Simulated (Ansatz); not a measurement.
**BeBH3 (singlet): wave-function methods side by side at distance B1–Be2 = 2.580 Å, cc-pVDZ**

One table from this session's results is given with a row withheld; the runs are named, their logs left out.

Computed with Ansatz 0.2.0, Gaussian basis. Level: cc-pVDZ, core rule «outside noble gas», up to 2 orbitals frozen.

Plan: UHF; CCSD(T) on RHF; BCCD(T) on RHF; CISD; CCSDT(Q) on RHF; CASSCF and MRCISD+Q, 2 electrons in 2 orbitals; CASSCF and NEVPT2, 2 electrons in 2 orbitals.

18 further runs of the same task are left out: 4 for a mislabelled method, 10 that didn't finish, 4 set aside as unsound or not needed.

**The geometry**

The geometry derives from a PBE0/def2-TZVP stationary point (not a proven minimum). One bond is set to the value named and the two fragments are kept rigid.

5 atoms, charge 0, spin multiplicity 1.

Atoms are counted from 1 here; the program's logs count them from 0.

Bond lengths: B1–H3 1.202 Å, B1–H4 1.202 Å, Be2–H5 1.341 Å. Angles: H3–B1–H4 113.2°.

The first run:

in.yaml reads:

```yaml
crystal:
  periodic: [false, false, false]
  atoms:
    - {symbol: B, position_ang: [0.000000, 0.000000, 1.132296]}
    - {symbol: Be, position_ang: [0.000000, 0.000000, -1.447704]}
    - {symbol: H, position_ang: [0.000000, 1.003181, 1.794152]}
    - {symbol: H, position_ang: [0.000000, -1.003180, 1.794152]}
    - {symbol: H, position_ang: [0.000000, 0.000000, -2.788933]}
basis:
  gaussian: {orbitals: cc-pVDZ}
magnetization: {spin_polarized: true, initial_magnetization: 0}
hamiltonian: {xc: hf}
output: {orbitals: {seedname: orbitals}}
```

Command:

```bash
$ ansatz run in.yaml --threads 1 --pin off --events-out ev --progress --plain --max-ram 2393MiB
```

Steps of the session up to this table: UHF; CCSD(T) on RHF; BCCD(T) on RHF; CISD; CCSDT(Q) on RHF; CASSCF and MRCISD+Q, 2 electrons in 2 orbitals; CASSCF and NEVPT2, 2 electrons in 2 orbitals.

One of the session's tables, all rows but one given; the rest of the session is left out.

| method | from RCCSDT(Q) (meV) |
| --- | --- |
| RHF | +4388.5 |
| RMP2 | +1049.6 |
| CISD | +373.1 |
| RCCSD | +114.7 |
| RCCSD(T) | +27.0 |
| BCCD(T) | +26.8 |
| RCCSDT | +3.8 |
| RCCSDT(Q) | 0 |
| CASSCF pair | ? |
| NEVPT2 pair | +976.9 |
| MRCISD pair | +270.6 |
| MRCISD+Q pair | -3.1 |

Q: Estimate the row for CASSCF pair from the others.

The run gave: from RCCSDT(Q) (meV): +3817.2. In the column «from RCCSDT(Q) (meV)» it lies between RMP2 (+1049.6) and RHF (+4388.5).
